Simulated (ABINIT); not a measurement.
# CoO (Fm-3m) in ABINIT: single point with PBE

Aim: the single point of CoO with PBE.

Everything below comes from runs of ABINIT 10.8.3 (patched build). Logs are shortened: lines on timing, memory, paths and dates and some standing lists are left out, and cuts for length are marked. The log counts tension as positive stress, the text compression.

## Step 1: The crystal as given

It takes space group Fm-3m (No. 225, cubic). The conventional cell has a = 4.263 Å, b = 4.263 Å, c = 4.263 Å, α = 90.00°, β = 90.00°, γ = 90.00°. Around Co (site symmetry m-3m) lie 6 O at 2.13 Å. O (site symmetry m-3m) has 6 Co at 2.13 Å as nearest neighbours.

## Step 2: Single point, PBE, collinear spin, ferromagnetic start

The input, run.abi:

```
# Pseudopotentials
pp_dirpath "./"
pseudos "Co.GGA_PBE-JTH.xml, O.GGA_PBE-JTH.xml"

# Structure
acell 3*1.0 Angstrom
rprim
     0.0000000000     2.1315016600     2.1315016600
     2.1315016600     0.0000000000     2.1315016600
     2.1315016600     2.1315016600     0.0000000000
ntypat 2
znucl 27 8
natom 2
typat 1 2
xcart
     0.0000000000     0.0000000000     0.0000000000
     4.0279543716     4.0279543716     4.0279543716

# Plane-wave basis
ecut 26.0
pawecutdg 48.0
pawxcdev 0

# k points
kptopt 1
ngkpt 11 11 11
nshiftk 1
shiftk 0.0 0.0 0.0

# Exchange and correlation
ixc 11

# Bands and occupations
nband 16
occopt 3
tsmear 0.05 eV

# Spin
nsppol 2
spinat
     0.0000000000     0.0000000000     5.0000000000
     0.0000000000     0.0000000000     0.0000000000

# SCF cycle
nstep 100
tolvrs 1.0e-9

# Output
iomode 3
prtwf 0
prteig 0
prtebands 0
enunit 2
prtden 1
prtvha 1
prtvclmb 1
prtpot 1
```

Potentials or basis: JTH PAW PBE v2.0.

Run with:

```sh
$ abinit run.abi > log 2>&1
```

run.abo:

```text
.Version 10.8.3 of ABINIT
 Symmetries : space group Fm -3 m (#225); Bravais cF (face-center cubic)
================================================================================
 Values of the parameters that define the memory need of the present run
     intxc =       0    ionmov =       0      iscf =      17    lmnmax =      18
     lnmax =       6     mgfft =      30  mpssoang =       3    mqgrid =    3001
     natom =       2  nloc_mem =       2    nspden =       2   nspinor =       1
    nsppol =       2      nsym =      48    n1xccc =       1    ntypat =       2
    occopt =       3   xclevel =       2
       mpw =         854          nfft =       27000          nkpt =          56
 PAW method is used; the additional fine FFT grid is defined by:
   mgfftf=        36    nfftf =     46656
================================================================================
================================================================================

--------------------------------------------------------------------------------
------------- Echo of variables that govern the present computation ------------
--------------------------------------------------------------------------------
 -outvars: echo values of preprocessed input variables --------
            acell      1.8897261259E+00  1.8897261259E+00  1.8897261259E+00 Bohr
              amu      5.89332000E+01  1.59994000E+01
             ecut      2.60000000E+01 Hartree
           enunit           2
                       outvar_i_n : Printing only first  50 k-points.
              ixc          11
                       outvar_i_n : Printing only first  50 k-points.
         kptrlatt       11    0    0      0   11    0      0    0   11
          kptrlen      6.26602648E+01
            natom           2
            nband          16
            ngfft          30      30      30
          ngfftdg          36      36      36
             nkpt          56
           nspden           2
           nsppol           2
            nstep         100
             nsym          48
           ntypat           2
                       prtocc : prtvol=0, do not print more k-points.
                       1.000000  1.000000  1.000000  1.000000  1.000000  1.000000
                       1.000000  1.000000  1.000000  1.000000  1.000000  1.000000
                       0.000000  0.000000  0.000000  0.000000
                       1.000000  1.000000  1.000000  1.000000  1.000000  1.000000
                       1.000000  1.000000  1.000000  1.000000  1.000000  1.000000
                       0.000000  0.000000  0.000000  0.000000
                       1.000000  1.000000  1.000000  1.000000  1.000000  1.000000
                       1.000000  1.000000  1.000000  1.000000  1.000000  1.000000
                       0.000000  0.000000  0.000000  0.000000
                       1.000000  1.000000  1.000000  1.000000  1.000000  1.000000
                       1.000000  1.000000  1.000000  1.000000  1.000000  1.000000
                       0.000000  0.000000  0.000000  0.000000
                       1.000000  1.000000  1.000000  1.000000  1.000000  1.000000
                       1.000000  1.000000  1.000000  1.000000  1.000000  1.000000
                       0.000000  0.000000  0.000000  0.000000
                       1.000000  1.000000  1.000000  1.000000  1.000000  1.000000
                       1.000000  1.000000  1.000000  1.000000  1.000000  1.000000
[... 118 lines left out ...]
                       1.000000  1.000000  1.000000  1.000000  1.000000  1.000000
                       1.000000  1.000000  1.000000  1.000000  1.000000  0.000000
                       0.000000  0.000000  0.000000  0.000000
                       1.000000  1.000000  1.000000  1.000000  1.000000  1.000000
                       1.000000  1.000000  1.000000  1.000000  1.000000  0.000000
                       0.000000  0.000000  0.000000  0.000000
                       1.000000  1.000000  1.000000  1.000000  1.000000  1.000000
                       1.000000  1.000000  1.000000  1.000000  1.000000  0.000000
                       0.000000  0.000000  0.000000  0.000000
                       1.000000  1.000000  1.000000  1.000000  1.000000  1.000000
                       1.000000  1.000000  1.000000  1.000000  1.000000  0.000000
                       0.000000  0.000000  0.000000  0.000000
                       1.000000  1.000000  1.000000  1.000000  1.000000  1.000000
                       1.000000  1.000000  1.000000  1.000000  1.000000  0.000000
                       0.000000  0.000000  0.000000  0.000000
                       prtocc : prtvol=0, do not print more k-points.
           occopt           3
        pawecutdg      4.80000000E+01 Hartree
         pawxcdev           0
        prtebands           0
           prteig           0
           prtpot           1
         prtvclmb           1
           prtvha           1
            prtwf           0
            rprim      0.0000000000E+00  2.1315016600E+00  2.1315016600E+00
                       2.1315016600E+00  0.0000000000E+00  2.1315016600E+00
                       2.1315016600E+00  2.1315016600E+00  0.0000000000E+00
          spgroup         225
           spinat      0.0000000000E+00  0.0000000000E+00  5.0000000000E+00
                       0.0000000000E+00  0.0000000000E+00  0.0000000000E+00
           tolvrs      1.00000000E-09
           tsmear      1.83746611E-03 Hartree
            typat      1  2
           useylm           1
                       outvars : Printing only first  50 k-points.
           xangst      0.0000000000E+00  0.0000000000E+00  0.0000000000E+00
                       2.1315016600E+00  2.1315016600E+00  2.1315016600E+00
            xcart      0.0000000000E+00  0.0000000000E+00  0.0000000000E+00
                       4.0279543743E+00  4.0279543743E+00  4.0279543743E+00
             xred      0.0000000000E+00  0.0000000000E+00  0.0000000000E+00
                       5.0000000000E-01  5.0000000000E-01  5.0000000000E-01
            znucl       27.00000    8.00000
[... 114 lines left out ...]
- [  7.74246852E-05,   0.00000000E+00,   0.00000000E+00, ]
- [  0.00000000E+00,   7.74246852E-05,   0.00000000E+00, ]
- [  0.00000000E+00,   0.00000000E+00,   7.74246852E-05, ]
pressure_GPa:  -2.2779E+00
xred      :
- [  0.0000E+00,   0.0000E+00,   0.0000E+00, Co]
- [  5.0000E-01,   5.0000E-01,   5.0000E-01,  O]
cartesian_forces: # hartree/bohr
- [ -0.00000000E+00,  -0.00000000E+00,  -0.00000000E+00, ]
- [ -0.00000000E+00,  -0.00000000E+00,  -0.00000000E+00, ]
force_length_stats: {min:   0.00000000E+00, max:   0.00000000E+00, mean:   0.00000000E+00, }
...

 Integrated electronic and magnetization densities in atomic spheres:
 ------------------------------------------------------------------------------------------------------------
 Radius=ratsph(iatom), smearing ratsm=  0.0000. Diff(up-dn)=approximate z local magnetic moment.
    Atom    Radius    up_density   dn_density  Total(up+dn)  Diff(up-dn)
    1 Co   2.10903     8.915248     6.342742     15.257989     2.572506
    2  O   1.41465     2.394673     2.111190      4.505863     0.283483
 ------------------------------------------------------------------------------------------------------------
  Sum:                11.309921     8.453932     19.763852     2.855989
 Total magnetization (from the atomic spheres):                2.855989
 Total magnetization (exact up - dn):                          2.924190

================================================================================

 ----iterations are completed or convergence reached----

 Mean square residual over all n,k,spin=   87.301E-09; max=  12.025E-05
 reduced coordinates (array xred) for    2 atoms
       0.000000000000      0.000000000000      0.000000000000
       0.500000000000      0.500000000000      0.500000000000
 rms dE/dt=  0.0000E+00; max dE/dt=  0.0000E+00; dE/dt below (all hartree)
    1       0.000000000000      0.000000000000      0.000000000000
    2       0.000000000000      0.000000000000      0.000000000000

 cartesian coordinates (angstrom) at end:
    1      0.00000000000000     0.00000000000000     0.00000000000000
    2      2.13150166000000     2.13150166000000     2.13150166000000

 cartesian forces (hartree/bohr) at end:
    1     -0.00000000000000    -0.00000000000000    -0.00000000000000
    2     -0.00000000000000    -0.00000000000000    -0.00000000000000
 frms,max,avg= 0.0000000E+00 0.0000000E+00   0.000E+00  0.000E+00  0.000E+00 h/b

 cartesian forces (eV/Angstrom) at end:
    1     -0.00000000000000    -0.00000000000000    -0.00000000000000
    2     -0.00000000000000    -0.00000000000000    -0.00000000000000
 frms,max,avg= 0.0000000E+00 0.0000000E+00   0.000E+00  0.000E+00  0.000E+00 e/A
 length scales=  1.889726125908  1.889726125908  1.889726125908 bohr
              =  1.000000000000  1.000000000000  1.000000000000 angstroms
 Fermi (or HOMO) energy (hartree) =   0.38057   Average Vxc (hartree)=  -0.44161
 Magnetization (Bohr magneton)=  2.92419642E+00
 Total spin up =  1.29620982E+01   Total spin down =  1.00379018E+01
 Eigenvalues (hartree) for nkpt=  56  k points, SPIN UP:
 kpt#   1, nband= 16, wtk=  0.00075, kpt=  0.0000  0.0000  0.0000 (reduced coord)
  -3.18080   -1.83030   -1.83030   -1.83030   -0.36316    0.25981    0.25981    0.26418
   0.26418    0.26418    0.26712    0.26712    0.26712    0.41337    0.99533    1.04097
      occupation numbers for kpt#   1
   1.00000    1.00000    1.00000    1.00000    1.00000    1.00000    1.00000    1.00000
   1.00000    1.00000    1.00000    1.00000    1.00000    0.00000    0.00000    0.00000
 prteigrs : prtvol=0 or 1, do not print more k-points.

 Eigenvalues (hartree) for nkpt=  56  k points, SPIN DOWN:
 kpt#   1, nband= 16, wtk=  0.00075, kpt=  0.0000  0.0000  0.0000 (reduced coord)
  -3.06810   -1.72035   -1.72035   -1.72035   -0.34487    0.28444    0.28444    0.28444
   0.34009    0.34009    0.34009    0.38352    0.38352    0.43318    0.99130    1.06008
      occupation numbers for kpt#   1
   1.00000    1.00000    1.00000    1.00000    1.00000    1.00000    1.00000    1.00000
   1.00000    1.00000    1.00000    0.16695    0.16695    0.00000    0.00000    0.00000
 prteigrs : prtvol=0 or 1, do not print more k-points.

 Fermi (or HOMO) energy (eV) =  10.35576   Average Vxc (eV)= -12.01679
 Eigenvalues (   eV  ) for nkpt=  56  k points, SPIN UP:
 kpt#   1, nband= 16, wtk=  0.00075, kpt=  0.0000  0.0000  0.0000 (reduced coord)
 -86.55393  -49.80509  -49.80509  -49.80509   -9.88201    7.06986    7.06986    7.18863
   7.18863    7.18863    7.26882    7.26882    7.26882   11.24839   27.08442   28.32621
 prteigrs : prtvol=0 or 1, do not print more k-points.

 Eigenvalues (   eV  ) for nkpt=  56  k points, SPIN DOWN:
 kpt#   1, nband= 16, wtk=  0.00075, kpt=  0.0000  0.0000  0.0000 (reduced coord)
 -83.48723  -46.81315  -46.81315  -46.81315   -9.38451    7.73989    7.73989    7.73989
   9.25430    9.25430    9.25430   10.43613   10.43613   11.78734   26.97453   28.84612
 prteigrs : prtvol=0 or 1, do not print more k-points.

--- !EnergyTerms
iteration_state     : {dtset: 1, }
comment             : Components of total free energy in Hartree
kinetic             :  1.92072242222594E+01
hartree             :  4.24289548195798E+01
xc                  : -6.00244065688486E+00
Ewald energy        : -1.06281348015882E+02
psp_core            :  3.46883975798144E+00
local_psp           : -1.42279445294828E+02
PAW spherical_terms :  2.69414650982384E+01
internal            : -1.62516750069536E+02
'-kT*entropy'       : -1.24655956837048E-03
total_energy        : -1.62517996629104E+02
total_energy_eV     : -4.42233997819760E+03
...

--- !EnergyTermsDC
iteration_state     : {dtset: 1, }
comment             : '"Double-counting" decomposition of free energy'
band_energy         : -1.42085061587520E+01
Ewald energy        : -1.06281348015882E+02
psp_core            :  3.46883975798144E+00
xc_dc               : -4.06252382973814E+01
PAW spherical_terms : -4.87050101040021E+00
internal            : -1.62516753724434E+02
'-kT*entropy'       : -1.24655956837048E-03
total_energy_dc     : -1.62518000284003E+02
total_energy_dc_eV  : -4.42234007765244E+03
...

--- !EnergyTermsWithPAWCore
iteration_state     : {dtset: 1, }
comment             : 'Components of total free energy, including PAW core contributions'
Total energy        : -1.46867139420317E+03
Total energy DC     : -1.46867139785806E+03
Total energy (eV)   : -3.99645845760858E+04
Total energy DC (eV): -3.99645846755406E+04
...

 Cartesian components of stress tensor (hartree/bohr^3)
  sigma(1 1)=  7.74246852E-05  sigma(3 2)=  0.00000000E+00
  sigma(2 2)=  7.74246852E-05  sigma(3 1)=  0.00000000E+00
  sigma(3 3)=  7.74246852E-05  sigma(2 1)=  0.00000000E+00

-Cartesian components of stress tensor (GPa)         [Pressure= -2.2779E+00 GPa]
- sigma(1 1)=  2.27791288E+00  sigma(3 2)=  0.00000000E+00
- sigma(2 2)=  2.27791288E+00  sigma(3 1)=  0.00000000E+00
- sigma(3 3)=  2.27791288E+00  sigma(2 1)=  0.00000000E+00

== END DATASET(S) ==============================================================
================================================================================

 -outvars: echo values of variables after computation  --------
            acell      1.8897261259E+00  1.8897261259E+00  1.8897261259E+00 Bohr
           etotal     -1.6251800028E+02
            fcart     -0.0000000000E+00 -0.0000000000E+00 -0.0000000000E+00
                      -0.0000000000E+00 -0.0000000000E+00 -0.0000000000E+00
            rprim      0.0000000000E+00  2.1315016600E+00  2.1315016600E+00
                       2.1315016600E+00  0.0000000000E+00  2.1315016600E+00
                       2.1315016600E+00  2.1315016600E+00  0.0000000000E+00
           strten      7.7424685180E-05  7.7424685180E-05  7.7424685180E-05
                       0.0000000000E+00  0.0000000000E+00  0.0000000000E+00
           xangst      0.0000000000E+00  0.0000000000E+00  0.0000000000E+00
                       2.1315016600E+00  2.1315016600E+00  2.1315016600E+00
             xred      0.0000000000E+00  0.0000000000E+00  0.0000000000E+00
                       5.0000000000E-01  5.0000000000E-01  5.0000000000E-01
 Calculation completed.
```

Run time: 57 s. Hardware: 1 thread of Intel Xeon 6975P-C (Granite Rapids), shared host; peak memory 0.17 GiB.

Results:

```yaml
Free_energy: -4422.3401 eV
Pressure: -2.3 GPa
Band_gap_on_the_k_mesh: none (metal or under the smearing width)
Net_moment: 2.92 μB per cell
Site_moments: Co +2.57; O +0.28 μB
Valence_electrons_inside_the_program's_atomic_spheres: Co 15.26; O 4.51
```

Levels at points of the mesh, in eV from the Fermi level:
Spin up:
```tsv
k point	band 10	band 11	band 12	band 13	band 14	band 15	band 16
(0.00, 0.00, 0.00)	-3.17	-3.09	-3.09	-3.09	0.89	16.73	17.97
```
Spin down:
```
           k point  band 6  band 7  band 8  band 9  band 10  band 11  band 12  band 13  band 14  band 15
(0.00, 0.00, 0.00)   -2.62   -2.62   -2.62   -1.10    -1.10    -1.10     0.08     0.08     1.43    16.62
```

Caveat: a cell with one magnetic atom can't hold antiferromagnetic order, which such compounds often take; semilocal functionals often make such compounds metallic where correlation or magnetic order opens a gap, which also shifts bond lengths.

## Step 3: The reference run

An earlier run on the cell as given: functional PBE; potentials or basis JTH PAW PBE v2.0; cutoff 707 eV; k mesh 11 × 11 × 11; occupations fermi-dirac, width 0.05 eV; collinear spin, ferromagnetic start; starting moments [3.0, 0.0] μB.

* Pressure: -2.3 GPa
* Band gap on the k mesh: none (metal or under the smearing width)
* Net moment: 2.92 μB per cell
* Site moments: Co +2.57; O +0.28 μB
* Valence electrons inside the program's atomic spheres: Co 15.26; O 4.51
